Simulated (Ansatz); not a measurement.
# Mg2PbN2 (P-3m1) in Ansatz: convergence with n extra bands

Aim: find how far n extra bands must go before the results for Mg2PbN2 settle, at PBE. This setting moves, with any that are tied to it; all else stays.

All numbers are computed with Ansatz 0.2.0; they aren't measurements. Logs are shortened: lines on timing, memory, paths and dates and some standing lists are left out, and cuts for length are marked.

### 1 The structure

Symmetry: P-3m1, No. 164, trigonal system. Conventional cell: a = 3.627 Å, b = 3.627 Å, c = 6.566 Å, α = 90.00°, β = 90.00°, γ = 120.00°. Pb (site symmetry -3m) has 6 N at 2.86 Å and 6 Mg at 3.16 Å as nearest neighbours. Mg (site symmetry 3m) has 4 N at 2.14 to 2.24 Å as nearest neighbours. N (site symmetry 3m) is surrounded by 4 Mg at 2.14 to 2.24 Å.

The cell comes from a database or a generator and needn't be the stable form of this composition.

### 2 With n extra bands 1

Contents of input.yaml:

```yaml
crystal:
  lattice:
    - [3.6268635271, 0.0, 0.0]
    - [-1.8134317635, 3.1409559505, 0.0]
    - [0.0, 0.0, 6.565892]
  atoms:
    - { symbol: Pb, position: [0.0, 0.0, 0.5] }
    - { symbol: Mg, position: [0.3333333333, 0.6666666667, 0.861224] }
    - { symbol: Mg, position: [0.6666666667, 0.3333333333, 0.138776] }
    - { symbol: "N", position: [0.3333333333, 0.6666666667, 0.202545] }
    - { symbol: "N", position: [0.6666666667, 0.3333333333, 0.797455] }
hamiltonian:
  xc: pbe
  pseudopotentials: { kind: paw, source: jth }
kpoints:
  mp_grid: { grid: [7, 7, 4] }
scf:
  occupations: { method: cold, width: 0.1 }
  n_extra_bands: 1
output:
  forces: true
  stress: true
  eigenvalues: true
```

Potentials or basis: JTH PAW.

Command:

```sh
ansatz run input.yaml --threads 2 --pin off --max-ram 5632MiB --backend cpu --events-out ev --progress --plain --runs-dir out
```

The program printed:

```text
Warning: the checks of this Pb dataset prove no rule for summing its radial tables, as where they were carried onto another mesh than they were made on, and Gregory's rule is taken, under which a leading mesh point left out moves its sums only by what lay on the interval it spanned. That does not make them correct, and they differ from Quantum ESPRESSO's on this file; a re-export a fraction of a mesh step off can move them. hamiltonian.pseudopotentials.radial_quadrature: simpson_from_first_knot sums it by `pw.x`'s rule; on a PAW file no value gives `pw.x`'s numbers. What more to know: hamiltonian.pseudopotentials.radial_quadrature, in the input reference
Warning: the checks of this Mg dataset prove no rule for summing its radial tables, as where they were carried onto another mesh than they were made on, and Gregory's rule is taken, under which a leading mesh point left out moves its sums only by what lay on the interval it spanned. That does not make them correct, and they differ from Quantum ESPRESSO's on this file; a re-export a fraction of a mesh step off can move them. hamiltonian.pseudopotentials.radial_quadrature: simpson_from_first_knot sums it by `pw.x`'s rule; on a PAW file no value gives `pw.x`'s numbers. What more to know: hamiltonian.pseudopotentials.radial_quadrature, in the input reference
Warning: the checks of this N dataset prove no rule for summing its radial tables, as where they were carried onto another mesh than they were made on, and Gregory's rule is taken, under which a leading mesh point left out moves its sums only by what lay on the interval it spanned. That does not make them correct, and they differ from Quantum ESPRESSO's on this file; a re-export a fraction of a mesh step off can move them. hamiltonian.pseudopotentials.radial_quadrature: simpson_from_first_knot sums it by `pw.x`'s rule; on a PAW file no value gives `pw.x`'s numbers. What more to know: hamiltonian.pseudopotentials.radial_quadrature, in the input reference
Warning: RAYON_NUM_THREADS=2 ignored (pool sized by the plan → 2); use --threads N
scf.n_extra_bands = 1 over 22 filled bands (N_el = 44.0): the run solves 23 bands
Engine: ansatz 0.2.0, aarch64-unknown-linux-gnu
Pseudopotentials: kind: paw
Pseudopotential: Pb, paw, valence charge 14, recommended cutoff 1800 eV (normal), Pb.paw.azcp
Pseudopotential: Mg, paw, valence charge 10, recommended cutoff 900 eV (normal), Mg.paw.azcp
Pseudopotential: N, paw, valence charge 5, recommended cutoff 1320 eV (normal), N.paw.azcp
Functional definition: PBE
  parameter kappa = 0.804
  parameter beta = 0.06672455060314922
  exchange = pbe_x(kappa = kappa, mu = beta*pi^2/3)
  correlation = pbe_c(beta = beta)
Crystal: 5 atoms, lattice volume = 74.797 Å³
Basis set: ecut = 1800 eV, 13005 PW (Γ), exchange–correlation on 108×108×192 points (8 copies of the dense FFT grid, shifted against one another)
Bands: 23, of which v1, the nominal top of the filled ones, is band 22 counted from 1 (21 counted from 0)
Symmetry: 12 space group operations
Space group: P-3m1 (ITA 164), of the structure as read, at distance tolerance 4.2e-5 Å
k-points: 28 of 196
Non-local potential: Pb, projectors of the file, l = 0: 2, l = 1: 2, l = 2: 2
Non-local potential: Mg, projectors of the file, l = 0: 2, l = 1: 2
Non-local potential: N, projectors of the file, l = 0: 2, l = 1: 2
PAW form: soft (Blöchl's): semilocal exchange-correlation on the pseudo side does not see the compensation charge
PAW one-centre angular grid: Pb, 590 points (default); XC on 64 Gauss nodes
PAW one-centre angular grid: Mg, 110 points (default); XC on 64 Gauss nodes
PAW one-centre angular grid: N, 110 points (default); XC on 64 Gauss nodes
Initial density: superposition of atomic densities (chi_scale 0.1, normalization cell, long waves kept (reshape's long-wave potential 0.12 eV rms))
Initial wavefunctions: pseudopotential atomic-orbital guess
Functional: x = pbe(κ = 0.804, μ = 0.2195149727645171), c = pbe(β = 0.06672455060314922)
SCF iter   1: F=—  HF=-16465.001967 eV  |F-HF|=—  |Δ(HF+E_count)|=         —  Δρ=8.48e-2  dr2=1.69e1  ethr=3.10e-3  ⟨swp⟩=6.8  Hψ=3700  notcnv=0
preconditioner: auto → Resta (q_TF=auto, 2.497 Å⁻¹)  ε∞=5.6  [insulator: Δε(μ)=1.003 eV  Ē_g=10.600 eV  σ=0.100 eV  W_gap=1.00  n_scr=22 (ndim 8)  ℏωp=22.7 eV  f_vac=0.000  D(μ)=0.00/eV (n_scr^D=0)  ε∞_Penn≈5.6]
SCF iter   2: F=—  HF=-16461.447111 eV  |F-HF|=—  |Δ(HF+E_count)|=    3.55e0  S|Δr|=    0.00e0  Δρ=3.99e-2  dr2=2.70e0  ethr=3.10e-3  ⟨swp⟩=4.6  Hψ=1624  notcnv=0
SCF iter   3: F=—  HF=-16460.807509 eV  |F-HF|=—  |Δ(HF+E_count)|=   6.40e-1  S|Δr|=    0.00e0  Δρ=1.45e-2  dr2=4.19e-1  ethr=3.10e-3  ⟨swp⟩=2.5  Hψ=1049  notcnv=0
SCF iter   4: F=—  HF=-16460.720106 eV  |F-HF|=—  |Δ(HF+E_count)|=   8.74e-2  S|Δr|=    0.00e0  Δρ=5.68e-3  dr2=4.06e-2  ethr=9.51e-4  ⟨swp⟩=2.8  Hψ=952  notcnv=0
SCF iter   5: F=—  HF=-16460.715826 eV  |F-HF|=—  |Δ(HF+E_count)|=   4.28e-3  S|Δr|=    0.00e0  Δρ=3.14e-3  dr2=1.78e-2  ethr=9.23e-5  ⟨swp⟩=2.1  Hψ=960  notcnv=0
SCF iter   6: F=—  HF=-16460.713263 eV  |F-HF|=—  |Δ(HF+E_count)|=   2.56e-3  S|Δr|=    0.00e0  Δρ=8.55e-4  dr2=1.11e-3  ethr=4.05e-5  ⟨swp⟩=2.0  Hψ=812  notcnv=0
SCF iter   7: F=—  HF=-16460.713138 eV  |F-HF|=—  |Δ(HF+E_count)|=   1.25e-4  S|Δr|=    0.00e0  Δρ=2.26e-4  dr2=6.28e-5  ethr=2.52e-6  ⟨swp⟩=2.5  Hψ=864  notcnv=0
SCF iter   8: F=—  HF=-16460.713307 eV  |F-HF|=—  |Δ(HF+E_count)|=   1.69e-4  S|Δr|=    0.00e0  Δρ=4.87e-5  dr2=1.68e-6  ethr=1.43e-7  ⟨swp⟩=2.1  Hψ=884  notcnv=0
SCF iter   9: F=—  HF=-16460.713308 eV  |F-HF|=—  |Δ(HF+E_count)|=   7.00e-7  S|Δr|=    0.00e0  Δρ=1.94e-5  dr2=7.45e-7  ethr=3.81e-9  ⟨swp⟩=3.4  Hψ=1340  notcnv=0
SCF iter  10: F=-16460.713308 eV  HF=-16460.713308 eV  |F-HF|=8.74e-9  |Δ(HF+E_count)|=   1.04e-7  S|Δr|=    0.00e0  Δρ=3.57e-6  dr2=1.58e-8  ethr=2.27e-10  ⟨swp⟩=6.8  Hψ=3762  notcnv=0
SCF 1 converged in 10 iterations: F = -16460.713308 eV  dr2 = 1.58e-8
SCF converged after 10 iterations
Stability not checked: this state was not tested for a lower state beside it, because cold or Methfessel-Paxton smearing, or corrected tetrahedra, fill the levels in a way that the test cannot read (fill_not_monotonic; see scf.lower_state_search)
Free energy (F): -16460.713308 eV
Harris-Foulkes:  -16460.713308 eV  (|F-HF|=8.74e-9)
Internal energy: -16460.712917 eV  (E = F + TS)
E sigma→0 (E₀):  -16460.713177 eV
Entropy (-TS):   -0.000391 eV (-0.078 meV/atom)
Fermi energy:    9.743674 eV
Step filling:    the computed levels leave a gap of 0.1461 eV = 1.5 smearing widths at the electron count; against every level under it full and every level over it empty, smearing changes F+E_penalty+E_count by -0.023 meV and its σ→0 estimate by +0.107 meV
--- Per-component energies (eV) ---
  E_band       = -639.405096
  E_kinetic    = 644.406594
  E_local      = -4055.596930  (includes V_loc(G=0)·N_el)
  E_nonlocal   = 419.828574
  E_hartree    = 1303.599556
  E_xc         = -281.970938
  E_vxc        = -332.933619  (∫ρ·V_xc dr)
  E_paw        = -11032.297489  (= ΣΔE_a)
  E_vpaw       = 77.691960  (= ΣTr[D̂ρ^β])
  E_aug_tail   = 0.000067  (compensation charges beyond the density's cutoff)
  E_ewald      = -3458.682352
  E_smearing   = -0.000391  (= −TS)
  E_closure    = -0.000000  (closes the sum)
  Σ components = -16460.713308   (vs F -16460.713308, Δ=0.00e0)
--- Forces (eV/Å), atoms counted from 1 ---
  atom   1  Pb     0.00000000    -0.00000000     0.00000000
  atom   2  Mg    -0.00000000    -0.00000000    -0.00188098
  atom   3  Mg     0.00000000     0.00000000     0.00188098
  atom   4  N     -0.00000000    -0.00000000     0.01699445
  atom   5  N      0.00000000     0.00000000    -0.01699445
  max |Σ_I F_I| component: 2.78e-17 eV/Å
--- Stress (GPa, compression-positive) ---
       -0.056009      -0.000000       0.000000
       -0.000000      -0.056009       0.000000
        0.000000       0.000000      -0.059950
  P = ⅓ Tr σ = -0.0573 GPa (-0.573 kbar)
--- Band table (eV; the first three rows and the last of 28) ---
  k-point 0: bands = ["-64.8712", "-64.8608", "-31.6999", "-31.6577", "-31.6090", "-31.6090", "-31.5841", "-31.5841", "-7.5883", "-7.5883", "-7.5430", "-7.4048", "-7.4048", "-4.5081", "-3.3877", "0.2754", "7.1695", "7.1748", "8.1864", "8.1864", "8.3698", "8.3698", "11.5813"]
  k-point 1: bands = ["-64.8712", "-64.8608", "-31.6999", "-31.6577", "-31.6090", "-31.6090", "-31.5841", "-31.5841", "-7.5883", "-7.5883", "-7.5422", "-7.4048", "-7.4048", "-4.3816", "-3.6039", "0.4709", "6.0885", "8.1345", "8.1345", "8.4304", "8.4304", "8.4831", "10.9974"]
  k-point 2: bands = ["-64.8712", "-64.8608", "-31.6998", "-31.6577", "-31.6090", "-31.6090", "-31.5841", "-31.5841", "-7.5883", "-7.5883", "-7.5415", "-7.4048", "-7.4048", "-4.0715", "-3.9963", "0.6690", "5.6289", "8.0984", "8.0984", "8.4751", "8.4751", "9.6942", "9.9424"]
  k-point 27: bands = ["-64.8666", "-64.8647", "-31.6880", "-31.6813", "-31.6191", "-31.5989", "-31.5939", "-31.5831", "-7.5561", "-7.5190", "-7.5039", "-7.4631", "-7.4067", "-3.0857", "-3.0409", "1.6814", "5.2317", "5.3984", "5.9042", "7.8240", "7.9166", "8.5691", "10.3139"]
```

It took 13 s on 2 threads of Arm Neoverse V1, shared host; peak memory 0.83 GiB.

Results:

| Item | Value |
| --- | --- |
| Free energy | -16460.7133 eV |
| Pressure | -0.1 GPa |
| Largest force | 0.017 eV/Å |
| Band gap on the k mesh | 0.15 eV, indirect (least direct gap 0.25 eV) |

### 3 With n extra bands 2

input.yaml: that of step 2 with these lines changed.

```diff
@@ -18,3 +18,3 @@
   occupations: { method: cold, width: 0.1 }
-  n_extra_bands: 1
+  n_extra_bands: 2
 output:
```

Potentials or basis: JTH PAW.

Command:

```sh
ansatz run input.yaml --threads 2 --pin off --max-ram 5632MiB --backend cpu --events-out ev --progress --plain --runs-dir out
```

Wall time 12 s (2 threads of Arm Neoverse V1, shared host); peak memory 0.83 GiB.

Results:

| Quantity | Value |
| --- | --- |
| Free energy | -16460.7133 eV |
| Pressure | -0.1 GPa |
| Largest force | 0.017 eV/Å |
| Band gap on the k mesh | 0.15 eV, indirect (least direct gap 0.25 eV) |

### 4 With n extra bands 4

input.yaml: that of step 3 with these lines changed.

```diff
@@ -18,3 +18,3 @@
   occupations: { method: cold, width: 0.1 }
-  n_extra_bands: 2
+  n_extra_bands: 4
 output:
```

Command:

```sh
ansatz run input.yaml --threads 2 --pin off --max-ram 5632MiB --backend cpu --events-out ev --progress --plain --runs-dir out
```

It took 13 s on 2 threads of Arm Neoverse V1, shared host; peak memory 0.85 GiB.

Results:

```
Free energy            : -16460.7133 eV
Pressure               : -0.1 GPa
Largest force          : 0.017 eV/Å
Band gap on the k mesh : 0.15 eV, indirect (least direct gap 0.25 eV)
```

### 5 With n extra bands 8

input.yaml: that of step 4 with these lines changed.

```diff
@@ -18,3 +18,3 @@
   occupations: { method: cold, width: 0.1 }
-  n_extra_bands: 4
+  n_extra_bands: 8
 output:
```

Command:

```sh
ansatz run input.yaml --threads 2 --pin off --max-ram 5632MiB --backend cpu --events-out ev --progress --plain --runs-dir out
```

It took 14 s on 2 threads of Arm Neoverse V1, shared host; peak memory 0.9 GiB.

Results (log left out):

| Property | Result |
| --- | --- |
| Free energy | -16460.7133 eV |
| Pressure | -0.1 GPa |
| Largest force | 0.017 eV/Å |
| Band gap on the k mesh | 0.15 eV, indirect (least direct gap 0.25 eV) |

### 6 With n extra bands 16

input.yaml: that of step 5 with these lines changed.

```diff
@@ -18,3 +18,3 @@
   occupations: { method: cold, width: 0.1 }
-  n_extra_bands: 8
+  n_extra_bands: 16
 output:
```

Potentials or basis: JTH PAW.

Command:

```sh
ansatz run input.yaml --threads 2 --pin off --max-ram 5632MiB --backend cpu --events-out ev --progress --plain --runs-dir out
```

Wall time 16 s (2 threads of Arm Neoverse V1, shared host); peak memory 0.98 GiB.

The run converged. Its results:

```
Free energy            : -16460.7133 eV
Pressure               : -0.1 GPa
Largest force          : 0.017 eV/Å
Band gap on the k mesh : 0.15 eV, indirect (least direct gap 0.25 eV)
```

### 7 With n extra bands 32

input.yaml: that of step 6 with these lines changed.

```diff
@@ -18,3 +18,3 @@
   occupations: { method: cold, width: 0.1 }
-  n_extra_bands: 16
+  n_extra_bands: 32
 output:
```

Command:

```sh
ansatz run input.yaml --threads 2 --pin off --max-ram 5632MiB --backend cpu --events-out ev --progress --plain --runs-dir out
```

It took 21 s on 2 threads of Arm Neoverse V1, shared host; peak memory 1.2 GiB.

The run converged. Its results:

```yaml
Free_energy: -16460.7133 eV
Pressure: -0.1 GPa
Largest_force: 0.017 eV/Å
Band_gap_on_the_k_mesh: 0.15 eV, indirect (least direct gap 0.25 eV)
```

### 8 Result

```
n extra bands  energy less the tightest run, at zero smearing (meV/atom)  SCF cycles  CPU time (s)  peak memory (GiB)
            1                                                       0.00          10            26               0.83
            2                                                       0.00          10            24               0.83
            4                                                       0.00          10            26               0.85
            8                                                       0.00           9            27                0.9
           16                                                       0.00           9            32               0.98
           32                                                       0.00           9            42                1.2
```

Against the tightest run, the energy stays within 1 meV/atom from 1 on. The tightest run that finished is the yardstick and may itself not be fully converged.

Caveats: odd divisions of the mesh miss points on the zone boundary, where band edges often lie, so the gap on the mesh can be too wide; spin-orbit coupling is left out, which as a rule narrows the gap of such compounds by several tenths of an eV.
